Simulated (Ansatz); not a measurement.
**Ta3Ru (Fm-3m): equation of state with a fit from a Python script**

Where is the equilibrium volume of Ta3Ru (Fm-3m), and how stiff is it? Wanted for Ta3Ru (Fm-3m): an equation of state with a fit.

Program: the Python package of Ansatz 0.2.0. Level of theory: DFT r2SCAN+D3(BJ) with three-body term, plane waves, PAW. These are calculated values, not measurements.

## (1) Starting point

It takes space group Fm-3m (No. 225, cubic). The conventional cell has a = 6.437 Å, b = 6.437 Å, c = 6.437 Å, α = 90.00°, β = 90.00°, γ = 90.00°. Ta (site symmetry -43m) is surrounded by 4 Ta at 2.79 Å and 4 Ru at 2.79 Å. Around Ta (site symmetry m-3m) lie 8 Ta at 2.79 Å. Ru (site symmetry m-3m) is surrounded by 8 Ta at 2.79 Å.

The script holds or builds the structure itself.

## (2) The script

run_eos.py

```python
# -*- coding: utf-8 -*-
'''Equation of state of Ta3Ru.'''

import argparse
import logging
import sys

import ansatz as az
import numpy as np
from pymatgen.analysis.eos import EOS

logging.basicConfig(stream=sys.stdout, format='%(name)s: %(message)s')
log = logging.getLogger('run')
log.setLevel(logging.INFO)

parser = argparse.ArgumentParser(description='Equation of state of Ta3Ru.')
parser.add_argument('--width-ev', type=float, required=True, help='smearing width (eV)')
parser.add_argument('--cutoff-ev', type=float, required=True, help='plane-wave cutoff (eV)')
parser.add_argument('--functional', default='r2scan', help='exchange-correlation functional')
parser.add_argument('--dispersion', required=True, help='dispersion correction')
parser.add_argument('--kgrid', type=int, nargs=3, required=True, help='k-point sampling')
args = parser.parse_args()

vectors0 = np.array([
    [0.0, 3.218287, 3.218287],
    [3.218287, 0.0, 3.218287],
    [3.218287, 3.218287, 0.0],
])
sites = [
    ('Ta', [0.25, 0.25, 0.25]),
    ('Ta', [0.75, 0.75, 0.75]),
    ('Ta', [0.5, 0.5, 0.5]),
    ('Ru', [0.0, 0.0, 0.0]),
]


def on_lattice(cell):
    crystal = az.Crystal(lattice=az.Lattice.of(cell))
    for symbol, position in sites:
        crystal = crystal.atom(symbol, position)
    return crystal


def main():
    # scale the volume, keep shape and fractions
    volumes, energies, pressures = [], [], []
    for scale in np.linspace(0.9, 1.1, 9):
        cell = vectors0 * scale ** (1 / 3)
        calculation = on_lattice(cell).calculation()
        calculation = calculation.occupations(az.OccupationsMethod.GAUSSIAN, width=args.width_ev)
        calculation = calculation.basis(args.cutoff_ev, xc_grid=1)
        calculation = calculation.functional(args.functional, dispersion=args.dispersion).scf(self_checks='low')
        calculation = calculation.kpoints(*args.kgrid)
        calculation = calculation.stress()
        report = calculation.run().report
        volumes.append(abs(np.linalg.det(cell)) / len(sites))
        energies.append(report['free_energy_ev'] / len(sites))
        pressures.append(np.trace(report['stress_gpa']) / 3)
        log.info(f'V = {volumes[-1]:8.4f} A^3/atom  F = {energies[-1]:.5f} eV/atom  P = {pressures[-1]:8.3f} GPa')

    for form in ['murnaghan', 'pourier_tarantola']:
        fit = EOS(eos_name=form).fit(volumes, energies)
        log.info(f'{form:18s} V0 {fit.v0:8.4f} A^3/atom  B0 {fit.b0_GPa:7.1f} GPa  B1 {fit.b1:5.2f}')


if __name__ == '__main__':
    main()
```

## (3) The input behind the calls

The package turns the script's settings into the engine's input (first run):

```yaml
crystal:
  lattice:
    - [0.0, 3.1072219351142985, 3.1072219351142985]
    - [3.1072219351142985, 0.0, 3.1072219351142985]
    - [3.1072219351142985, 3.1072219351142985, 0.0]
  atoms:
    - { symbol: Ta, position: [0.25, 0.25, 0.25] }
    - { symbol: Ta, position: [0.75, 0.75, 0.75] }
    - { symbol: Ta, position: [0.5, 0.5, 0.5] }
    - { symbol: Ru, position: [0.0, 0.0, 0.0] }
basis:
  ecutwfc: 380.0
  xc_grid: 1
kpoints:
  mp_grid:
    grid: [6, 6, 6]
hamiltonian:
  xc: r2scan
  dispersion: d3bjatm
scf:
  self_checks: low
  occupations:
    method: gaussian
    width: 0.01
output:
  stress: true
```

## (4) Running it

Started as:

```
> python run_eos.py --width-ev 0.01 --cutoff-ev 380.0 --dispersion d3bjatm --kgrid 6 6 6
```

Output:

```text
DeckWarning: basis.ecutwfc = 380 eV is below the records' recommended 500 eV, and the density's cutoff is lower with it unless basis.ecutrho_ratio is high enough to keep the records' density cutoff: compare with a run at a higher cutoff
run: V =  14.9998 A^3/atom  F = -8931.26717 eV/atom  P =   27.714 GPa
run: V =  15.4165 A^3/atom  F = -8931.32706 eV/atom  P =   18.517 GPa
run: V =  15.8332 A^3/atom  F = -8931.36448 eV/atom  P =   10.451 GPa
run: V =  16.2498 A^3/atom  F = -8931.38226 eV/atom  P =    3.381 GPa
run: V =  16.6665 A^3/atom  F = -8931.38279 eV/atom  P =   -2.830 GPa
run: V =  17.0832 A^3/atom  F = -8931.36821 eV/atom  P =   -8.226 GPa
run: V =  17.4998 A^3/atom  F = -8931.34090 eV/atom  P =  -12.730 GPa
run: V =  17.9165 A^3/atom  F = -8931.30217 eV/atom  P =  -16.949 GPa
run: V =  18.3331 A^3/atom  F = -8931.25318 eV/atom  P =  -20.663 GPa
run: murnaghan          V0  16.4702 A^3/atom  B0   241.1 GPa  B1  4.41
run: pourier_tarantola  V0  16.4710 A^3/atom  B0   243.0 GPa  B1  4.35
```

(Warnings from the package without file and line.)

It took 33 s on 1 thread of Arm Neoverse V2, shared host; peak memory 0.49 GiB.

## (5) What changed from run to run

The engine's inputs for some of the other runs:

Run 3, against run 1:

```diff
@@ -3,3 +3,3 @@
-    - [0.0, 3.1072219351142985, 3.1072219351142985]
-    - [3.1072219351142985, 0.0, 3.1072219351142985]
-    - [3.1072219351142985, 3.1072219351142985, 0.0]
+    - [0.0, 3.1637292229311402, 3.1637292229311402]
+    - [3.1637292229311402, 0.0, 3.1637292229311402]
+    - [3.1637292229311402, 3.1637292229311402, 0.0]
```

Run 5, against run 1:

```diff
@@ -3,3 +3,3 @@
-    - [0.0, 3.1072219351142985, 3.1072219351142985]
-    - [3.1072219351142985, 0.0, 3.1072219351142985]
-    - [3.1072219351142985, 3.1072219351142985, 0.0]
+    - [0.0, 3.218287, 3.218287]
+    - [3.218287, 0.0, 3.218287]
+    - [3.218287, 3.218287, 0.0]
```

Run 8, against run 1:

```diff
@@ -3,3 +3,3 @@
-    - [0.0, 3.1072219351142985, 3.1072219351142985]
-    - [3.1072219351142985, 0.0, 3.1072219351142985]
-    - [3.1072219351142985, 3.1072219351142985, 0.0]
+    - [0.0, 3.296812582504574, 3.296812582504574]
+    - [3.296812582504574, 0.0, 3.296812582504574]
+    - [3.296812582504574, 3.296812582504574, 0.0]
```

## (6) The engine's runs

The 9 runs, in the order started:

| run | volume (Å³/atom) | energy from run 5 (meV/atom) | pressure (GPa) | SCF cycles | CPU time (s) |
| --- | --- | --- | --- | --- | --- |
| 1 | 15.000 | 115.61 | 27.71 | 9 | 3.2 |
| 2 | 15.417 | 55.72 | 18.52 | 9 | 3 |
| 3 | 15.833 | 18.31 | 10.45 | 9 | 3.1 |
| 4 | 16.250 | 0.53 | 3.38 | 8 | 3 |
| 5 | 16.666 | 0.00 | -2.83 | 8 | 3.1 |
| 6 | 17.083 | 14.57 | -8.23 | 9 | 3.3 |
| 7 | 17.500 | 41.89 | -12.73 | 8 | 3.6 |
| 8 | 17.916 | 80.62 | -16.95 | 10 | 4 |
| 9 | 18.333 | 129.61 | -20.66 | 9 | 3.8 |

Energies are free energies F = E - TS of the smeared occupations. 

## (7) Outcome

```
                      quantity            value
                 runs compared                9
               range of energy  129.61 meV/atom
lowest point, volume (Å³/atom)           16.666
```

What this shows: Runs 1, 2, 3, 4, 5, 6, 7, 8 and more: each has a cutoff under the recommended one, so what rests on them isn't a property of the system. A third-order Birch-Murnaghan fit through the 9 points (the script's own form differs a little) has its minimum at 16.47 Å³ an atom, 1.2 % below the typed cell, with a bulk modulus of 242 GPa. From that minimum the energy rises by 117.3 meV an atom on the compressed side and 131.3 meV on the expanded side. Reading the output:
- The cutoff lies under the one recommended for these potentials.
- Under the recommended cutoff a pressure can be off by several GPa, even in sign.
- The mesh is modest for a metal, so energies can be off by several to tens of meV an atom and pressures by half a GPa or more; differences at equal mesh fare better.
- xc_grid=1 is under the default for a meta-GGA and makes forces and stresses depend on the grid.
- Pressure is positive in compression.
- Spin-orbit coupling, which matters for elements this heavy, is left out.
- The structure comes from a database of computed cells and needn't be a stable or known phase.
